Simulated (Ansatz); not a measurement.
Born–Oppenheimer molecular dynamics of a periodic cell of 26 atoms, K3LuSi2O7 (host K3LuSi2O7, host structure P6_3/mmc). It goes on from the last frame of an earlier run, with new velocities.

All numbers below come from DFT PBEsol, scalar-relativistic, plane waves, PAW (Ansatz). Settings: accuracy low, cutoff 420 eV, k mesh 2x2x1, fermi-dirac smearing 0.05 eV, no spin polarisation.

```json
{"ensemble": "NVT, Langevin thermostat", "time step": "1 fs", "steps asked": "120", "set temperature": "1950 K", "friction": "0.005 /fs", "seed": "496030"}
```

First frame:

```xyz
26
Lattice="5.8228 0.0000 0.0000 -2.9114 5.0427 0.0000 0.0000 0.0000 14.2049" Properties=species:S:1:pos:R:3
K -0.126 3.559 5.567
K 2.975 1.758 8.098
K 0.252 2.998 1.057
K 2.889 1.714 12.834
K 0.059 0.572 3.664
K -0.455 0.189 10.851
Lu 0.056 0.064 7.151
Lu -0.003 -0.221 0.151
Si -0.109 3.487 12.252
Si 0.074 3.452 8.887
Si 2.903 1.832 5.170
Si 2.933 1.420 1.923
O 1.607 0.642 1.337
O -0.106 1.939 8.422
O 4.361 1.022 5.460
O 1.355 4.238 8.375
O 3.021 3.436 5.538
O 1.146 4.036 12.992
O -0.093 1.772 13.016
O 2.974 2.871 1.130
O 4.313 0.413 1.609
O -1.125 4.401 8.363
O 0.177 3.301 10.661
O 1.631 1.094 5.931
O -1.575 4.181 12.581
O 2.712 1.766 3.475
```

(1) What does the run give?

(2) What happens to the structure?

(3) How do temperature and energy run in time?

Results:

(1) The run went to its last step.

```yaml
steps_done: 120
time_covered: 120 fs
mean_temperature_over_the_second_half: 1671 K
spread_of_the_potential_energy_over_the_second_half: 26.8 meV per atom
mean_potential_energy_of_the_second_half_above_the_start: 132.4 meV per atom
```

The mean temperature of the second half is 14 % below the set value. A run of 0.12 ps of so small a system gives no equilibrium averages. Limits of this set-up: coarse k mesh, low accuracy level.

(2) Mean squared displacements from the first frame to the last, about the centre of mass: K 0.33 Å², Lu 0.05 Å², Si 0.07 Å², O 0.22 Å². Another seed would give other details.

(3) 
```csv
time (fs),T (K),potential energy less start (eV)
0.0,1875,0.000
4.0,1740,0.452
8.0,1493,1.525
12.0,1301,2.147
16.0,1345,1.994
20.0,1403,1.722
24.0,1457,1.682
28.0,1495,2.372
32.0,1259,3.018
36.0,1524,2.449
40.0,1498,2.142
44.0,1338,2.787
48.0,1217,3.558
52.0,1329,3.312
56.0,1550,2.669
60.0,1638,2.700
64.0,1705,3.089
68.0,1585,3.395
72.0,1698,3.526
76.0,1843,3.564
80.0,1763,3.846
84.0,1660,3.795
88.0,1688,3.738
92.0,1588,3.872
96.0,1544,3.821
100.0,1601,3.947
104.0,1504,4.274
108.0,1408,4.147
112.0,1670,2.803
116.0,2020,1.740
120.0,1798,1.970
```

The run took 14 min on 2 threads of Intel(R) Xeon(R) Platinum 8175M CPU @ 2.50GHz (Skylake/Cascade Lake), on a shared host, peak memory 1.2 GiB.
